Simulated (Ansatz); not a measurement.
**BClFH3OSi: ionisation energy by level of theory**

How much energy removes an electron from BClFH3OSi at fixed geometry? The cation is run at each level and the neutral's energy taken from earlier runs.

The runs use Ansatz 0.2.0, Gaussian basis; unrestricted cation, the program's frozen cores in correlated methods.

Plan: UKS PBE-D4/def2-TZVPP; UKS r2SCAN-D4/def2-TZVPP; UKS PBE0-D4/def2-TZVPP; UKS B3LYP-D4/def2-TZVPP; UKS wB97X-V/def2-TZVPP; UKS wB97M-V/def2-TZVPP; UKS B2PLYP/def2-TZVPP; UHF-CCSD(T)/def2-TZVPP; UHF-MP2/def2-QZVPP; extrapolation to the limit; then −ε(HOMO) from the neutral's earlier runs with LDA (SPW92), PBE-D4, revPBE-D4, BLYP-D4, r2SCAN-D4, B97M-V, PBE0-D4, B3LYP-D4, r2SCANh-D4, r2SCAN0-D4, HSE06-D4, BHLYP-D4, CAM-B3LYP-D4, LC-ωPBE, ωB97X-V, ωB97M-V.

### Step 1. The geometry

An earlier PBE0-D4 in a triple-zeta def2 set relaxation fixed the geometry.

SMILES `FB(Cl)O[SiH3]`, 8 atoms, charge 0, spin multiplicity 1.

Atoms are counted from 1 here; the program's logs count them from 0.

Bond lengths: F1–B2 1.325 Å, B2–Cl3 1.754 Å, B2–O4 1.334 Å, O4–Si5 1.660 Å, Si5–H6 1.480 Å, Si5–H7 1.480 Å, Si5–H8 1.482 Å. Angles: F1–B2–Cl3 117.8°, F1–B2–O4 121.7°, Cl3–B2–O4 120.6°, B2–O4–Si5 137.4°, O4–Si5–H6 107.4°, O4–Si5–H7 107.3°, O4–Si5–H8 110.5°, H6–Si5–H7 110.5°, H6–Si5–H8 110.6°, H7–Si5–H8 110.6°.

Geometry (Å):

```tsv
atom	x (Å)	y (Å)	z (Å)
F1	-1.5054	-0.1661	-1.5009
B2	-1.3892	-0.5399	-0.2346
Cl3	-2.7459	-1.3760	0.4983
O4	-0.2828	-0.2944	0.4697
Si5	1.1903	0.4298	0.2190
H6	1.2901	1.5664	1.1622
H7	2.2319	-0.5806	0.5114
H8	1.3031	0.9037	-1.1808
```

### Step 2. Cation, UKS PBE-D4/def2-TZVPP

Input file in.yaml:

```yaml
crystal:
  periodic: [false, false, false]
  atoms:
    - {symbol: F, position_ang: [-1.505407, -0.166098, -1.500894]}
    - {symbol: B, position_ang: [-1.389237, -0.539934, -0.234634]}
    - {symbol: Cl, position_ang: [-2.745874, -1.376010, 0.498291]}
    - {symbol: O, position_ang: [-0.282758, -0.294443, 0.469740]}
    - {symbol: Si, position_ang: [1.190276, 0.429754, 0.218995]}
    - {symbol: H, position_ang: [1.290116, 1.566413, 1.162190]}
    - {symbol: H, position_ang: [2.231880, -0.580582, 0.511352]}
    - {symbol: H, position_ang: [1.303107, 0.903699, -1.180841]}
basis:
  gaussian: {orbitals: def2-TZVPP}
total_charge: 1
magnetization: {spin_polarized: true, initial_magnetization: 1}
hamiltonian: {xc: pbe, dispersion: d4}
```

The run is started by

```bash
$ ansatz run in.yaml --threads 2 --pin off --events-out ev --progress --plain --max-ram 32768MiB --backend cpu
```

The runs that follow: Cation, UKS r2SCAN-D4/def2-TZVPP; Cation, UKS PBE0-D4/def2-TZVPP; Cation, UKS B3LYP-D4/def2-TZVPP; Cation, UKS wB97X-V/def2-TZVPP; Cation, UKS wB97M-V/def2-TZVPP; Cation, UKS B2PLYP (frozen core)/def2-TZVPP; Cation, UHF-CCSD(T)/def2-TZVPP; Cation, UHF-MP2/def2-QZVPP.

**Question.** What will the summary of the whole plan be? Wanted: ionisation energy, CCSD(T)/CBS; nearest functional by difference; nearest −ε(HOMO); −ε(HOMO) of PBE; T1 of the cation.

The runs gave:

```
                        quantity               value
  ionisation energy, CCSD(T)/CBS            12.21 eV
nearest functional by difference  ωB97X-V (-0.22 eV)
                nearest −ε(HOMO)  LC-ωPBE (-0.05 eV)
                 −ε(HOMO) of PBE             7.77 eV
                T1 of the cation               0.029
```

**Reading.** Energy differences with functionals land within 1.37 eV of the reference. The PBE orbital energy is 4.4 eV too small: a semilocal HOMO is no ionisation energy. Among orbital estimates LC-ωPBE comes nearest. Hartree-Fock falls 1.11 eV short, as the neutral has more correlation energy than the cation.
